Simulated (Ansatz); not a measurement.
# MgO (rocksalt type): the cost of one run

Computed with Ansatz 0.2.0 (DFT, PBE, PAW with Ansatz's default frozen-core files, scalar-relativistic, unless a step's input says otherwise).

### 1 Starting point

It takes space group Fm-3m (No. 225, cubic). Conventional cell: a = 4.309 Å, b = 4.309 Å, c = 4.309 Å, α = 90.00°, β = 90.00°, γ = 90.00°. Mg (site symmetry m-3m) is surrounded by 6 O at 2.15 Å. Around O (site symmetry m-3m) lie 6 Mg at 2.15 Å.

Structure file:

```cif
data_structure
_symmetry_space_group_name_H-M 'Fm-3m'
_symmetry_Int_Tables_number 225
_cell_length_a 4.3089
_cell_length_b 4.3089
_cell_length_c 4.3089
_cell_angle_alpha 90.000
_cell_angle_beta 90.000
_cell_angle_gamma 90.000
_cell_volume 80.00
loop_
_atom_site_label
_atom_site_type_symbol
_atom_site_symmetry_multiplicity
_atom_site_Wyckoff_symbol
_atom_site_fract_x
_atom_site_fract_y
_atom_site_fract_z
_atom_site_occupancy
Mg1 Mg 4 a 0.00000 0.00000 0.00000 1
O1 O 4 b 0.50000 0.00000 0.00000 1
```

The file gives the conventional cell by its symmetry; the runs use the cell typed in the input.

Atoms are numbered in the order of the input: Mg1, O2.

### 2 Bulk cell relaxed, PAW

Contents of input.yaml:

```yaml
crystal:
  lattice:
    - [0.0, 2.15443469, 2.15443469]
    - [2.15443469, 0.0, 2.15443469]
    - [2.15443469, 2.15443469, 0.0]
  atoms:
    - { symbol: Mg, position: [0.0, 0.0, 0.0] }
    - { symbol: O, position: [0.5, 0.5, 0.5] }
kpoints:
  mp_grid: { grid: [13, 13, 13] }
scf:
  occupations: { method: fermi_dirac, width: 0.02 }
hamiltonian:
  xc: pbe
  pseudopotentials: { kind: paw }
output:
  forces: true
  stress: true
relax:
  f_tol: 0.005
  max_steps: 40
  cell: {}
```

Launch:

```sh
ansatz run input.yaml --threads 1 --pin off --max-ram 3584MiB --backend cpu --events-out ev --progress --plain --runs-dir out
```

Q: Estimate wall time and peak memory on 1 thread of Intel Xeon Platinum 8259CL at 2.50GHz (Skylake/Cascade Lake), shared host.

About 9.1 s, with a peak of 0.33 GiB.
